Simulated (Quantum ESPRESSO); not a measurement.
# Hf3F: zone-centre phonons under several settings

```xyz
4
Lattice="3.0183 0.0000 0.0000 0.0000 4.2198 0.0000 0.0000 0.0000 5.9149" Properties=species:S:1:pos:R:3 pbc="T T T"
Hf    0.0000    0.0000    2.9574
Hf    1.5091    2.1099    4.4594
Hf    1.5091    2.1099    1.4555
F     0.0000    0.0000    0.0000
```

The cell was built by a generator and needn't be a form met in nature.

All runs used Quantum ESPRESSO 7.5; potentials GBRV 1.5 PBE; k mesh 4 × 2 × 2, shifted; relaxed cell; no spin polarisation; cutoff 612 eV; occupations fermi-dirac, width 0.05 eV.

```tsv
level	volume (Å³/atom)	pressure (GPa)	lowest optical mode without the field (cm⁻¹)	highest optical mode without the field (cm⁻¹)
PBE	19.46	0.9	225i	172
PBE+D2	?	1.0	?	?
PBE+D3(BJ)	18.88	0.8	227i	176
```

Task: What stands in the row left open?

Result: Volume 18.27 Å³/atom; lowest optical mode without the field 267i cm⁻¹; highest optical mode without the field 171 cm⁻¹.

Values marked i are imaginary: the cell is unstable against those modes at that level, or the meshes are too thin.

Caveats: all runs use coarse meshes; the mesh is thin for the phonons of a metal; some modes are imaginary; an odd number of electrons without spin polarisation forces a metal; a magnetic or distorted state may lie lower; pairwise dispersion overbinds metals, which lowers pressure and volume (some runs).

For the row left open. Caveat: the k mesh is coarse (spacing up to 0.74 Å⁻¹), so the values aren't converged; the mesh is thin for the phonons of a metal; some modes are imaginary; an odd number of electrons without spin polarisation forces a metal; a magnetic or distorted state may lie lower; pairwise dispersion overbinds metals, which lowers pressure and volume.
